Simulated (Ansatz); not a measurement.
# AsGeH3: the cost of one run

Method: cc-pVDZ, all electrons in the functionals, frozen cores in the correlation of double hybrids and RPA; program: Ansatz 0.2.0, Gaussian basis.

To be run: wB97M-V, B2PLYP, RPA-PBE, at charge 0, triplet; charge 0, singlet; charge 0, quintet; charge 1, doublet; charge 1, quartet; displaced geometry v1; displaced geometry v2 (not every functional at every point).

27 further runs of the same task are left out: 17 that didn't finish, 10 set aside as unsound or not needed.

### Step 1. The system

The geometry is a PBE0/def2-TZVP stationary point (not a proven minimum). No spin-orbit coupling is included. The filled d shell of Ge, As may be among the frozen orbitals whatever the setting's name suggests; the logs give the count.

5 atoms, charge 0, spin multiplicity 3.

Atoms are counted from 1 here; the program's logs count them from 0.

Bond lengths: Ge1–As2 2.417 Å, Ge1–H3 1.540 Å, Ge1–H4 1.540 Å, Ge1–H5 1.540 Å. Angles: As2–Ge1–H3 110.3°, As2–Ge1–H4 110.3°, As2–Ge1–H5 110.3°, H3–Ge1–H4 108.7°, H3–Ge1–H5 108.7°, H4–Ge1–H5 108.7°.

No dispersion term is added; wB97M-V holds VV10 nonlocal correlation.

The geometry shown and the zero of energy belong to the point charge 0, triplet. The yardstick, UCCSDT(Q), and other wave-function levels (R restricted, U unrestricted, valence and pair active spaces) come from earlier runs.

### Step 2. wB97M-V, charge 0, triplet

The input, in.yaml:

```yaml
crystal:
  periodic: [false, false, false]
  atoms:
    - {symbol: Ge, position_ang: [-1.191943, -0.008234, 0.002120]}
    - {symbol: As, position_ang: [1.225257, 0.008464, -0.002179]}
    - {symbol: H, position_ang: [-1.734783, 1.432476, 0.005020]}
    - {symbol: H, position_ang: [-1.717585, -0.735786, 1.252999]}
    - {symbol: H, position_ang: [-1.722058, -0.732435, -1.248816]}
basis:
  gaussian: {orbitals: cc-pVDZ}
magnetization: {spin_polarized: true, initial_magnetization: 2}
hamiltonian: {xc: {name: wB97M-V}}
output: {orbitals: {seedname: orbitals}}
```

Launch:

```
> ansatz run in.yaml --threads 1 --pin off --events-out ev --progress --plain --max-ram 2393MiB
```

Q: Estimate wall time and peak memory on 1 thread of Intel Xeon at 2.50GHz, shared host.

About 28 s, with a peak of 0.35 GiB.
